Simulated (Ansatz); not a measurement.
# VRu: magnetic order and moments

Aim, for VRu: test the held total moment.

Computed with Ansatz 0.2.0 (DFT PBEsol, scalar-relativistic, plane waves, PAW, unless a step's input says otherwise).

**1. The structure to begin with**

The structure is cubic, space group Pm-3m (No. 221). Conventional cell: a = 3.000 Å, b = 3.000 Å, c = 3.000 Å, α = 90.00°, β = 90.00°, γ = 90.00°. Around V (site symmetry m-3m) lie 8 Ru at 2.60 Å. Ru (site symmetry m-3m) has 8 V at 2.60 Å as nearest neighbours.

As a file:

```cif
data_structure
_symmetry_space_group_name_H-M 'Pm-3m'
_symmetry_Int_Tables_number 221
_cell_length_a 3.0000
_cell_length_b 3.0000
_cell_length_c 3.0000
_cell_angle_alpha 90.000
_cell_angle_beta 90.000
_cell_angle_gamma 90.000
_cell_volume 27.00
loop_
_atom_site_label
_atom_site_type_symbol
_atom_site_symmetry_multiplicity
_atom_site_Wyckoff_symbol
_atom_site_fract_x
_atom_site_fract_y
_atom_site_fract_z
_atom_site_occupancy
V1 V 1 b 0.50000 0.50000 0.50000 1
Ru1 Ru 1 a 0.00000 0.00000 0.00000 1
```

Source of the structure: the Crystallography Open Database. It is taken as it stands there.

**2. The base input**

Contents of input.yaml:

```yaml
crystal:
  lattice:
    - [3.0, 0.0, 0.0]
    - [0.0, 3.0, 0.0]
    - [0.0, 0.0, 3.0]
  atoms:
    - { symbol: V, position: [0.5, 0.5, 0.5], spin: 0.21 }
    - { symbol: Ru, position: [0.0, 0.0, 0.0] }
basis:
  ecutwfc: 420
kpoints:
  mp_grid: { grid: [14, 14, 14] }
hamiltonian:
  xc: pbesol
scf:
  occupations: { method: gaussian, width: 0.1 }
output:
  forces: true
  stress: true
  eigenvalues: true
  populations: true
magnetization:
  spin_polarized: true
```

It was run beforehand and gave: -4351.1039 eV/atom at zero smearing, pressure -7.14 GPa, largest force 0.000 eV/Å, no gap on the mesh, site moments V +0.45 μB, in 18 SCF cycles and 19 s.

**3. Held total moment set to 0 μB**

Contents of input.yaml:

```yaml
crystal:
  lattice:
    - [3.0, 0.0, 0.0]
    - [0.0, 3.0, 0.0]
    - [0.0, 0.0, 3.0]
  atoms:
    - { symbol: V, position: [0.5, 0.5, 0.5] }
    - { symbol: Ru, position: [0.0, 0.0, 0.0] }
basis:
  ecutwfc: 420
kpoints:
  mp_grid: { grid: [14, 14, 14] }
hamiltonian:
  xc: pbesol
scf:
  occupations: { method: gaussian, width: 0.1 }
  lower_state_search: "off"
output:
  forces: true
  stress: true
  eigenvalues: true
magnetization:
  spin_polarized: true
  initial_magnetization: 0.0
  spin_locking: { lock_magnetization: hard }
```

Run with:

```
ansatz run input.yaml --threads 1 --pin off --max-ram 2560MiB --backend cpu --events-out ev --progress --plain --runs-dir out
```

**4. Held total moment set to 0.38 μB**

input.yaml, as its differences from that of step 3:

```diff
@@ -23,3 +23,3 @@
   spin_polarized: true
-  initial_magnetization: 0.0
+  initial_magnetization: 0.38
   spin_locking: { lock_magnetization: hard }
```

**5. Held total moment: 0.75 μB**

input.yaml, as its differences from that of step 4:

```diff
@@ -23,3 +23,3 @@
   spin_polarized: true
-  initial_magnetization: 0.38
+  initial_magnetization: 0.75
   spin_locking: { lock_magnetization: hard }
```

**6. Held total moment set to 1.12 μB**

input.yaml, as its differences from that of step 5:

```diff
@@ -23,3 +23,3 @@
   spin_polarized: true
-  initial_magnetization: 0.75
+  initial_magnetization: 1.12
   spin_locking: { lock_magnetization: hard }
```

**7. Held total moment set to 1.5 μB**

input.yaml, as its differences from that of step 6:

```diff
@@ -23,3 +23,3 @@
   spin_polarized: true
-  initial_magnetization: 1.12
+  initial_magnetization: 1.5
   spin_locking: { lock_magnetization: hard }
```

**8. Held total moment set to 1.88 μB**

input.yaml, as its differences from that of step 7:

```diff
@@ -23,3 +23,3 @@
   spin_polarized: true
-  initial_magnetization: 1.5
+  initial_magnetization: 1.88
   spin_locking: { lock_magnetization: hard }
```

**9. Held total moment set to 2.25 μB**

input.yaml, as its differences from that of step 8:

```diff
@@ -23,3 +23,3 @@
   spin_polarized: true
-  initial_magnetization: 1.88
+  initial_magnetization: 2.25
   spin_locking: { lock_magnetization: hard }
```

**10. Held total moment: 2.62 μB**

input.yaml, as its differences from that of step 9:

```diff
@@ -23,3 +23,3 @@
   spin_polarized: true
-  initial_magnetization: 2.25
+  initial_magnetization: 2.62
   spin_locking: { lock_magnetization: hard }
```

**11. Held total moment: 3 μB**

input.yaml, as its differences from that of step 10:

```diff
@@ -23,3 +23,3 @@
   spin_polarized: true
-  initial_magnetization: 2.62
+  initial_magnetization: 3.0
   spin_locking: { lock_magnetization: hard }
```

(Steps that only read results are left out.)

Q: Predict the outcome of the series: the values and the trend.

As calculated:

| quantity | value |
| --- | --- |
| held moment of lowest energy | 0.38 μB/cell |

The energy is lowest at 0.38 μB per cell on this grid, 1.29 meV/atom under the state without net moment. The pressure climbs by 15.7 GPa from the first to the last point: a larger moment wants a larger cell.
